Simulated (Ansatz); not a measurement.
# H₄InNOS: one species, many methods

An exercise on one series of results from a longer session: the logs are not shown, and one member is left open.

Method: functionals in def2-TZVPP, the program's frozen cores in correlated methods; program: Ansatz 0.2.0, Gaussian basis.

Plan: LDA (SPW92), PBE-D4, revPBE-D4, BLYP-D4, r2SCAN-D4, B97M-V, PBE0-D4, B3LYP-D4, r2SCANh-D4, r2SCAN0-D4, HSE06-D4, BHLYP-D4, CAM-B3LYP-D4, LC-ωPBE, ωB97X-V, ωB97M-V, B2PLYP, PBE-QIDH; CCSD(T)/def2-SVP; CCSD(T)/def2-TZVPP; MP2/def2-QZVPP; extrapolation to the limit; RPA on PBE.

### The relaxed structure

All runs share one geometry, relaxed beforehand with PBE0-D4 in a triple-zeta def2 set. In takes the def2 core potential; no spin-orbit term is included.

8 atoms, charge 0, spin multiplicity 1.

Atoms are counted from 1 here; the program's logs count them from 0.

Bond lengths: N1–In2 2.012 Å, N1–H5 1.010 Å, N1–H6 1.011 Å, In2–O3 1.981 Å, In2–S4 2.379 Å, O3–H7 0.960 Å, S4–H8 1.344 Å. Angles: In2–N1–H5 116.5°, In2–N1–H6 114.7°, H5–N1–H6 109.0°, N1–In2–O3 115.3°, N1–In2–S4 125.8°, O3–In2–S4 118.7°, In2–O3–H7 113.4°, In2–S4–H8 93.4°.

The first run:

The input, in.yaml:

```yaml
crystal:
  periodic: [false, false, false]
  atoms:
    - {symbol: N, position_ang: [-0.662834, 1.447738, -0.601598]}
    - {symbol: In, position_ang: [0.223543, -0.169714, 0.201156]}
    - {symbol: O, position_ang: [1.910103, 0.187730, 1.176274]}
    - {symbol: S, position_ang: [-0.674918, -2.371904, 0.241972]}
    - {symbol: H, position_ang: [-1.239740, 1.288091, -1.414947]}
    - {symbol: H, position_ang: [-0.039778, 2.221862, -0.787461]}
    - {symbol: H, position_ang: [2.259975, -0.583744, 1.627060]}
    - {symbol: H, position_ang: [-1.776351, -2.020050, -0.442466]}
basis:
  gaussian: {orbitals: def2-TZVPP}
hamiltonian: {xc: lda}
output: {orbitals: {seedname: orbitals}}
```

On the command line:

```bash
> ansatz run in.yaml --threads 4 --pin off --events-out ev --progress --plain --max-ram 10444MiB
```

Among the steps run: LDA; PBE-D4 (GGA); revPBE-D4 (GGA); BLYP-D4 (GGA); r2SCAN-D4 (meta-GGA); B97M-V (meta-GGA); PBE0-D4 (hybrid); B3LYP-D4 (hybrid); r2SCANh-D4 (hybrid); r2SCAN0-D4 (hybrid); HSE06-D4 (hybrid); BHLYP-D4 (hybrid); CAM-B3LYP-D4 (range-separated); LC-ωPBE (range-separated); ωB97X-V (range-separated); ωB97M-V (range-separated); B2PLYP (double hybrid); PBE-QIDH (double hybrid).

One of the session's tables, all rows but one given; the rest of the session is left out.

It belongs to the step «Orbital energies across the functionals». 

| functional | HOMO (eV) | LUMO (eV) | gap (eV) |
| --- | --- | --- | --- |
| LDA (SPW92) | -6.26 | -2.52 | 3.74 |
| PBE-D4 | -6.07 | -2.24 | 3.83 |
| revPBE-D4 | -6.00 | -2.12 | 3.88 |
| BLYP-D4 | -5.93 | -2.22 | 3.71 |
| r2SCAN-D4 | -6.37 | -1.99 | 4.38 |
| B97M-V | -6.40 | -2.11 | 4.29 |
| PBE0-D4 | -7.41 | -1.37 | 6.04 |
| B3LYP-D4 | -7.16 | -1.70 | 5.46 |
| r2SCANh-D4 | -6.87 | -1.68 | 5.19 |
| r2SCAN0-D4 | -7.62 | -1.22 | 6.40 |
| HSE06-D4 | -7.01 | -1.74 | 5.27 |
| BHLYP-D4 | -8.60 | -0.58 | 8.02 |
| CAM-B3LYP-D4 | -8.79 | -0.47 | 8.31 |
| LC-ωPBE | -10.21 | 0.83 | 11.03 |
| ωB97X-V | ? | ? | ? |
| ωB97M-V | -9.68 | 0.42 | 10.10 |

**Question.** Estimate the row for ωB97X-V.

**Answer.** HOMO (eV): -9.82; LUMO (eV): 0.63; gap (eV): 10.45. In the column «HOMO (eV)» it lies between LC-ωPBE (-10.21) and ωB97M-V (-9.68).
